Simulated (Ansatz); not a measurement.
# AsBH4O: the cost of one run

All numbers below are computed with Ansatz 0.2.0 (RKS PBE/def2-SVP).

### 1 The structure to begin with

Bond lengths: O1–B2 1.332 Å, B2–As3 2.027 Å, O1–H4 0.959 Å, B2–H5 1.186 Å, As3–H6 1.498 Å, As3–H7 1.504 Å. Angles: O1–B2–As3 116.1°, O1–B2–H5 121.2°, As3–B2–H5 122.6°, B2–O1–H4 119.4°, B2–As3–H6 93.9°, B2–As3–H7 93.5°, H6–As3–H7 90.2°.

Structure file:

```xyz
7

O    -1.4420    0.0835   -0.3329
B    -0.2024   -0.3916   -0.4387
As    0.9504   -0.2547    1.2233
H    -2.0404    0.0081   -1.0783
H     0.1737   -0.9118   -1.4358
H     0.4517    1.1119    1.5801
H     2.1090    0.3548    0.4824
```

### 2 End point A

input.yaml

```yaml
crystal:
  periodic: [false, false, false]
  atoms:
    - { symbol: O, position_ang: [-1.44196, 0.08348, -0.33286] }
    - { symbol: B, position_ang: [-0.20235, -0.39163, -0.43875] }
    - { symbol: As, position_ang: [0.95036, -0.25472, 1.22326] }
    - { symbol: H, position_ang: [-2.04038, 0.00806, -1.07832] }
    - { symbol: H, position_ang: [0.17371, -0.91179, -1.43582] }
    - { symbol: H, position_ang: [0.45168, 1.11186, 1.58011] }
    - { symbol: H, position_ang: [2.10895, 0.35475, 0.48237] }
basis:
  gaussian: { orbitals: def2-SVP }
hamiltonian:
  xc: pbe
relax:
  f_tol: 0.015
  max_steps: 40
```

Command:

```
> ansatz run input.yaml --threads 1 --pin off --max-ram 2048MiB --backend cpu --events-out ev --progress --plain --runs-dir out
```

**Question.** How long does this run take on 1 thread of Intel Xeon Platinum 8259CL at 2.50GHz (Skylake/Cascade Lake), shared host, and how much memory does it need?

About 20 s, with a peak of 0.16 GiB.
